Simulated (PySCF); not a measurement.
# C7H8: the cost of one run

The runs use PySCF 2.14.0, with density-fitted response routines of our own; the level of theory stands in each step. All values are computed, except where a source is named. Atoms count from 0, in the outputs and in this text.

**1. Starting geometry**

15 atoms, charge 0, multiplicity 1; geometry from: GFN2-xTB.

Bonds of the start (Å): C0–C1 1.35, C1–C2 1.44, C2–C3 1.34, C3–C4 1.50, C4–C5 1.49, C5–C6 1.34, C6–C0 1.44, C0–H7 1.08, C1–H8 1.08, C2–H9 1.08, C3–H10 1.08, C4–H11 1.09, C4–H12 1.09, C5–H13 1.08, C6–H14 1.08.

**2. Optimising the geometry at PBE0-D3(BJ)/def2-SVP**

Job settings and geometry (Å):

```
{"job": {"xc": "PBE0", "basis": "def2-SVP", "d3": "d3bj", "grid": 1, "kind": "geom"}, "charge": 0, "multiplicity": 1}
C      1.467350     0.494970    -0.240220
C      1.313370    -0.843430    -0.139750
C      0.155910    -1.493510     0.407820
C     -1.098000    -1.041690     0.289050
C     -1.421010     0.120510    -0.597870
C     -0.829310     1.293670     0.113740
C      0.496070     1.463070     0.185880
H      2.435240     0.882480    -0.533190
H      2.163620    -1.478340    -0.355960
H      0.343260    -2.399370     0.970610
H     -1.907930    -1.512450     0.828280
H     -0.933040    -0.008200    -1.568490
H     -2.493740     0.232580    -0.741580
H     -1.502740     2.009370     0.563900
H      0.892670     2.375990     0.612130
```

Q: Estimate the wall time of this first job on 8 threads of AMD EPYC 7R43 (Zen 3), shared host.

About 27 s.
